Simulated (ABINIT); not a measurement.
The system is HfB.

```
CELL_PARAMETERS angstrom
0.00000 2.31000 2.31000
2.31000 0.00000 2.31000
2.31000 2.31000 0.00000
ATOMIC_POSITIONS crystal
Hf 0.50000 0.50000 0.50000
B 0.00000 0.00000 0.00000
```

| Item | Value |
| --- | --- |
| Program | ABINIT 10.8.3 (patched build) |
| Task | relaxation of cell and atoms |
| Functional | PBEsol |
| Potentials or basis | JTH PAW PBE v2.0 |
| Cutoff | 517 eV |
| k mesh | 10 × 10 × 10 |
| Occupations | fermi-dirac, width 0.05 eV |
| Spin | no spin polarisation |

At the start: pressure 24.9 GPa; volume 12.33 Å³/atom.

Question: How do energy, volume and symmetry change on relaxing?

Answer: Over 4 steps the energy falls by 103.3 meV/atom and the volume is 13.78 Å³/atom (+11.8 %); space group Fm-3m (No. 225, to 0.05 Å).

Step by step:
```
step  energy change (eV)  largest force (eV/Å)  pressure (GPa)  volume (Å³)
   1              0.0000                0.0000           24.90        24.65
   2             -0.1855                0.0000            7.02        26.58
   3             -0.2062                0.0000            0.77        27.45
   4             -0.2065                0.0000            0.03        27.56
```

Final structure:
```
CELL_PARAMETERS angstrom
0.00000 2.39756 2.39756
2.39756 0.00000 2.39756
2.39756 2.39756 0.00000
ATOMIC_POSITIONS crystal
Hf 0.50000 0.50000 0.50000
B 0.00000 0.00000 0.00000
```

Caveat: the PAW data sets were made with another functional, which shifts forces and pressure a little.
